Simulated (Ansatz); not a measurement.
# AlFH4N2: the cost of one run

Program: Ansatz 0.2.0. Level of theory: RKS revPBE/def2-SVP. These are calculated values, not measurements.

## 1. The starting structure

Bond lengths: Al1–N2 1.920 Å, N2–H3 1.060 Å, N2–H4 1.060 Å, Al1–F5 1.690 Å, Al1–N6 1.920 Å, N6–H7 1.060 Å, N6–H8 1.060 Å. Angles: Al1–N2–H3 120.0°, Al1–N2–H4 120.0°, H3–N2–H4 120.0°, N2–Al1–F5 120.0°, N2–Al1–N6 120.0°, F5–Al1–N6 120.0°, Al1–N6–H7 120.0°, Al1–N6–H8 120.0°, H7–N6–H8 120.0°.

Structure file:

```xyz
8

Al    0.0000    0.0000    0.0000
N     0.0000    0.0000    1.9200
H    -0.8770   -0.2713    2.4500
H     0.8770    0.2713    2.4500
F     1.4635    0.0000   -0.8450
N    -1.6627    0.0000   -0.9600
H    -2.3316   -0.8164   -0.8614
H    -1.9118    0.8164   -1.5886
```

## 2. Preparing the start

input.yaml

```yaml
crystal:
  periodic: [false, false, false]
  atoms:
    - { symbol: Al, position_ang: [0.0, 0.0, 0.0] }
    - { symbol: "N", position_ang: [0.0, 0.0, 1.92] }
    - { symbol: H, position_ang: [-0.877, -0.2713, 2.45] }
    - { symbol: H, position_ang: [0.877, 0.2713, 2.45] }
    - { symbol: F, position_ang: [1.4635, 0.0, -0.845] }
    - { symbol: "N", position_ang: [-1.6627, 0.0, -0.96] }
    - { symbol: H, position_ang: [-2.3316, -0.8164, -0.8614] }
    - { symbol: H, position_ang: [-1.9118, 0.8164, -1.5886] }
basis:
  gaussian: { orbitals: def2-SVP }
hamiltonian:
  xc: revpbe
relax:
  f_tol: 0.02
  max_steps: 40
```

Launch:

```
ansatz run input.yaml --threads 2 --pin off --max-ram 3072MiB --backend cpu --events-out ev --progress --plain --runs-dir out
```

What time and memory should one allow on 2 threads of Intel Xeon Platinum 8259CL at 2.50GHz (Skylake/Cascade Lake), shared host?

About 20 s, with a peak of 0.14 GiB.
